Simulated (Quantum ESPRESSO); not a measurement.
Cu:

```
CELL_PARAMETERS angstrom
1.64000 2.31931 0.00000
-1.64000 2.31931 0.00000
0.00000 2.31931 1.95000
ATOMIC_POSITIONS crystal
Cu 0.00000 0.00000 0.00000
```

The cell was built by a generator and needn't be a form met in nature.

Base run:

```yaml
Program: Quantum ESPRESSO 7.5
Functional: PBEsol
Potentials_or_basis: GBRV 1.5 PBEsol
Cutoff: 762 eV
Density_cutoff: 6095 eV
k_mesh: 16 × 16 × 16
Occupations: methfessel-paxton, width 0.1 eV
Spin: no spin polarisation
```

Its results: band gap on the k mesh none (metal or under the smearing width); pressure -20.9 GPa.

**Question.** The run is repeated on the same cell with these changes: functional from PBEsol to LDA; potentials or basis from GBRV 1.5 PBEsol to GBRV 1.5 LDA. What comes out?

**Answer.** Band gap on the k mesh none (metal or under the smearing width); pressure -24.9 GPa.

Caveats: so large a pressure means that the cell lies far from this level's equilibrium, or that cutoff or potentials fall short.
